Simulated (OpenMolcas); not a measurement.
**Os⁶⁺ among point charges: CASSCF and CASPT2 levels and susceptibility**

Aim: the splitting of the states of Os⁶⁺ in the field of 4 point charges, its lowest levels with spin-orbit coupling and its magnetic susceptibility.

Method: state-averaged CASSCF and CASPT2, spin-orbit coupling by RASSI with atomic mean-field integrals. Code: OpenMolcas 26.06.

## 1. What is computed

| Quantity | Value |
| --- | --- |
| Species | Os⁶⁺ (osmium, Z = 76, 70 electrons) |
| Basis | ANO-RCC-VDZP [7s6p4d2f1g], 68 functions |
| Scalar Hamiltonian | DKH2, point nucleus |
| Inactive shells | 1s 2s 2p 3s 3p 3d 4s 4p 4d 4f 5s 5p |
| Active space | 2 electrons in 5 orbitals (5d) |
| Some configurations of this space | 5d2 |
| Orbitals | optimised for each spin and parity, averaged over all roots |

The outer shells:

5d2
```
5d [↑ ][↑ ][  ][  ][  ]
```

The ion sits among 4 point charges of -1.2 e arranged as a square (D4h), 2.19 Å from the ion.

The work runs as a chain of OpenMolcas steps in one folder; each step below is one input file. Labels, J, g values, rates, χT and fits are worked out afterwards by a script from the matrices that RASSI stores. The input lists half of the charges; inversion (Group=XYZ) makes the rest.

## 2. Basis and integrals

File a.inp:

```
&GATEWAY
Coord
1

Os 0.0 0.0 0.0
Basis=ANO-RCC-VDZP
Group=XYZ
NoMove
AngMom=0.0 0.0 0.0
AMFI
XField
2 Angstrom 0
2.190000 0.000000 0.000000 -1.200000
0.000000 2.190000 0.000000 -1.200000
&SEWARD
```

On the command line:

```console
OMP_NUM_THREADS=1 MOLCAS_MEM=1689 MOLCAS_PROJECT=a pymolcas a.inp > a.log
```

## 3. Reference wave functions, triplets of even parity, 10 roots

File a.inp:

```
&RASSCF
FileOrb=start.orb
Symmetry=1
Spin=3
nActEl=2 0 0
Inactive=15 19
Ras2=5 0
CIRoot=10 10 1
SDav=10
CIMx=300
Iter=120 100
PrWF=0.3
OrbListing=Nothing
MaxOrb=0
>>> COPY $Project.JobIph JOB001
```

start.orb holds the contracted functions of the basis, ordered by shell, or the orbitals of the step before.

## 4. Reference wave functions, singlets of even parity, 15 roots

File a.inp:

```
&RASSCF
FileOrb=start.orb
Symmetry=1
Spin=1
nActEl=2 0 0
Inactive=15 19
Ras2=5 0
CIRoot=15 15 1
SDav=15
CIMx=300
Iter=120 100
PrWF=0.3
OrbListing=Nothing
MaxOrb=0
>>> COPY $Project.JobIph JOB002
```

## 5. RASSI: spin-orbit coupling between the states

File a.inp:

```
&RASSI
NrOfJobIphs=2 10 15
1 2 3 4 5 6 7 8 9 10
1 2 3 4 5 6 7 8 9 10 11 12 13 14 15
IphNames
JOB001
JOB002
EJob
SpinOrbit
DIPRint=1.0
SOCoupling=1000.0
Subsets=2
Property=9
'ANGMOM' 1 'ANGMOM' 2 'ANGMOM' 3 'MLTPL  1' 1 'MLTPL  1' 2 'MLTPL  1' 3
'AMFI' 1 'AMFI' 2 'AMFI' 3
SOProperty=3
'ANGMOM' 1 'ANGMOM' 2 'ANGMOM' 3
```

## 6. CASPT2: IPEA 0.25, imaginary shift 0.1 (closed shells correlated: 5s 5p)

File a.inp:

```
>>> COPY JOB001 $Project.JobIph
&CASPT2
Multistate=10 1 2 3 4 5 6 7 8 9 10
NoMult
Frozen=14 16
IPEA=0.25
Imaginary=0.1
MaxIter=60
WThr=0.0 0.3 0.05
PrWF=0.5
NoMix
>>> COPY JOB002 $Project.JobIph
&CASPT2
Multistate=15 1 2 3 4 5 6 7 8 9 10 11 12 13 14 15
NoMult
Frozen=14 16
IPEA=0.25
Imaginary=0.1
MaxIter=60
WThr=0.0 0.3 0.05
PrWF=0.5
NoMix
```

(Steps that only read results are left out.)

**Question.** What will these runs give? Wanted: spin-free ground state; first state of the same spin within the active space; lowest level; next level.

As calculated:

```
                                            quantity                                                                        value
                                              method  SS-CASPT2, IPEA 0.25, imaginary shift 0.1 (closed shells correlated: 5s 5p)
                              spin-free ground state                                              3A2, 1-fold in its orbital part
first state of the same spin within the active space                                                               3E at 681 cm⁻¹
                                        lowest level                                                                    1-fold A1
                                          next level                                                                  1695.5 cm⁻¹
                                         χT at 300 K                                                               0.07 cm³ K/mol
                           effective moment at 300 K                                                                      0.77 μB
```

Cost by method:

```csv
method,time of its own steps,time with the reference
A. CASSCF,5.7 s,5.7 s
"B. SS-CASPT2, IPEA 0.25, imaginary shift 0.1, +5s 5p",3 s,8.7 s
```

Times are of one thread on a shared host.

The spin-free ground state (3A2) comes to 94 % from free-ion F terms and keeps the highest spin of the shell. χT at 300 K is 0.07, against 1.00 cm³ K/mol for the spin alone, so spin-orbit coupling lowers it. The field of point charges can differ much from that of real complexes. Point charges carry no covalency, so the field is a model and not that of real ligands.
